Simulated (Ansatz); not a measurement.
# C₃H₄F₄O: a ladder of functionals and wavefunction methods

One table from this session's results is given with a row withheld; the runs are named, their logs left out.

Computed with Ansatz 0.2.0, Gaussian basis. Level: functionals in def2-TZVPP, the program's frozen cores in correlated methods.

Plan: LDA (SPW92), PBE-D4, revPBE-D4, BLYP-D4, r2SCAN-D4, B97M-V, PBE0-D4, B3LYP-D4, r2SCANh-D4, r2SCAN0-D4, HSE06-D4, BHLYP-D4, CAM-B3LYP-D4, LC-ωPBE, ωB97X-V, ωB97M-V, B2PLYP, PBE-QIDH; CCSD(T)/def2-SVP; MP2/def2-TZVPP; MP2/def2-QZVPP; RPA on PBE.

## Structure used throughout

All runs share one geometry, relaxed beforehand with PBE0-D4 in a triple-zeta def2 set.

SMILES `OC(F)(CF)C(F)F`, 12 atoms, charge 0, spin multiplicity 1.

Atoms are counted from 1 here; the program's logs count them from 0.

Bond lengths: O1–C2 1.362 Å, O1–H9 0.965 Å, C2–F3 1.384 Å, C2–C4 1.520 Å, C2–C6 1.528 Å, C4–F5 1.382 Å, C4–H10 1.092 Å, C4–H11 1.090 Å, C6–F7 1.349 Å, C6–F8 1.351 Å, C6–H12 1.094 Å. Angles: C2–O1–H9 108.2°, O1–C2–F3 110.0°, O1–C2–C4 112.6°, O1–C2–C6 107.4°, F3–C2–C4 108.2°, F3–C2–C6 105.7°, C4–C2–C6 112.6°, C2–C4–F5 107.9°, C2–C4–H10 110.1°, C2–C4–H11 110.6°, F5–C4–H10 108.4°, F5–C4–H11 108.9°, H10–C4–H11 110.8°, C2–C6–F7 110.0°, C2–C6–F8 109.3°, C2–C6–H12 110.8°, F7–C6–F8 107.8°, F7–C6–H12 109.4° and more.

Set-up of the first run:

File in.yaml:

```yaml
crystal:
  periodic: [false, false, false]
  atoms:
    - {symbol: O, position_ang: [0.492227, 0.707530, 1.369670]}
    - {symbol: C, position_ang: [-0.238311, 0.143182, 0.368182]}
    - {symbol: F, position_ang: [-1.589684, 0.283112, 0.632209]}
    - {symbol: C, position_ang: [0.047608, 0.767119, -0.987991]}
    - {symbol: F, position_ang: [0.096813, 2.138417, -0.823571]}
    - {symbol: C, position_ang: [0.035012, -1.360228, 0.393538]}
    - {symbol: F, position_ang: [1.338167, -1.596599, 0.137468]}
    - {symbol: F, position_ang: [-0.691456, -1.963349, -0.573178]}
    - {symbol: H, position_ang: [0.542433, 1.657915, 1.208191]}
    - {symbol: H, position_ang: [1.016642, 0.429799, -1.360272]}
    - {symbol: H, position_ang: [-0.744517, 0.524691, -1.695921]}
    - {symbol: H, position_ang: [-0.227835, -1.786791, 1.365575]}
basis:
  gaussian: {orbitals: def2-TZVPP}
hamiltonian: {xc: lda}
output: {orbitals: {seedname: orbitals}}
```

Run with:

```console
$ ansatz run in.yaml --threads 8 --pin off --events-out ev --progress --plain --max-ram 18278MiB
```

Steps of the session up to this table: LDA; PBE-D4 (GGA); revPBE-D4 (GGA); BLYP-D4 (GGA); r2SCAN-D4 (meta-GGA); B97M-V (meta-GGA); PBE0-D4 (hybrid); B3LYP-D4 (hybrid); r2SCANh-D4 (hybrid); r2SCAN0-D4 (hybrid); HSE06-D4 (hybrid); BHLYP-D4 (hybrid); CAM-B3LYP-D4 (range-separated); LC-ωPBE (range-separated); ωB97X-V (range-separated); ωB97M-V (range-separated); B2PLYP (double hybrid); PBE-QIDH (double hybrid).

One of the session's tables, all rows but one given; the rest of the session is left out.

It belongs to the step «Orbital energies across the functionals». 

```
  functional  HOMO (eV)  LUMO (eV)  gap (eV)
 LDA (SPW92)      -8.01      -0.56      7.45
      PBE-D4      -7.81      -0.26      7.55
   revPBE-D4      -7.72      -0.13      7.59
     BLYP-D4      -7.78      -0.23      7.55
   r2SCAN-D4      -8.19       0.23      8.41
      B97M-V          ?          ?         ?
     PBE0-D4      -9.54       0.78     10.32
    B3LYP-D4      -9.34       0.42      9.76
  r2SCANh-D4      -8.83       0.59      9.42
  r2SCAN0-D4      -9.80       1.11     10.90
    HSE06-D4      -9.13       0.41      9.53
    BHLYP-D4     -11.27       1.61     12.88
CAM-B3LYP-D4     -11.10       1.68     12.78
     LC-ωPBE     -12.36       3.09     15.45
     ωB97X-V     -12.03       2.89     14.92
     ωB97M-V     -11.94       2.49     14.44
```

Estimate the missing values for B97M-V.

**Answer.** HOMO (eV): -8.36; LUMO (eV): 0.06; gap (eV): 8.42. In the column «HOMO (eV)» it lies between r2SCANh-D4 (-8.83) and r2SCAN-D4 (-8.19).
